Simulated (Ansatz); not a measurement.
# Cu3Pt: the cost of one run

Method: DFT LDA, scalar-relativistic, plane waves, PAW, in Ansatz 0.2.0.

1 further run of the same task is left out (set aside as unsound or not needed).

## 1. Starting point

The structure is cubic, space group Pm-3m (No. 221). The conventional cell has a = 3.629 Å, b = 3.629 Å, c = 3.629 Å, α = 90.00°, β = 90.00°, γ = 90.00°. Cu (site symmetry 4/mmm) is surrounded by 8 Cu at 2.57 Å and 4 Pt at 2.57 Å. Pt (site symmetry m-3m) has 12 Cu at 2.57 Å as nearest neighbours.

As a file:

```
CELL_PARAMETERS angstrom
3.62950 0.00000 0.00000
0.00000 3.62950 0.00000
0.00000 0.00000 3.62950
ATOMIC_POSITIONS crystal
Cu 0.00000 0.50000 0.50000
Cu 0.50000 0.00000 0.50000
Cu 0.50000 0.50000 0.00000
Pt 0.00000 0.00000 0.00000
```

This cell was relaxed beforehand with the same method: volume 11.95 Å³/atom, gap on the mesh none (metal).

## 2. Phonons at Γ, at rest

File input.yaml:

```yaml
crystal:
  lattice:
    - [3.6294987794, 0.0, 0.0]
    - [0.0, 3.6294987794, 0.0]
    - [0.0, 0.0, 3.6294987794]
  atoms:
    - { symbol: Cu, position: [0.0, 0.5, 0.5] }
    - { symbol: Cu, position: [0.5, 0.0, 0.5] }
    - { symbol: Cu, position: [0.5, 0.5, 0.0] }
    - { symbol: Pt, position: [0.0, 0.0, 0.0] }
basis:
  ecutwfc: 420
kpoints:
  mp_grid: { grid: [12, 12, 12] }
hamiltonian:
  xc: lda
scf:
  occupations: { method: fermi_dirac, width: 0.15 }
output:
  eigenvalues: true
phonons:
  method: dfpt
  eigenvectors: true
```

The run is started by

```bash
$ ansatz run input.yaml --threads 1 --pin off --max-ram 3072MiB --backend cpu --events-out ev --progress --plain --runs-dir out
```

**Question.** How long does this run take on 1 thread of Intel Xeon Platinum 8259CL at 2.50GHz (Skylake/Cascade Lake), shared host, and how much memory does it need?

About 6.6 min, with a peak of 2.2 GiB.
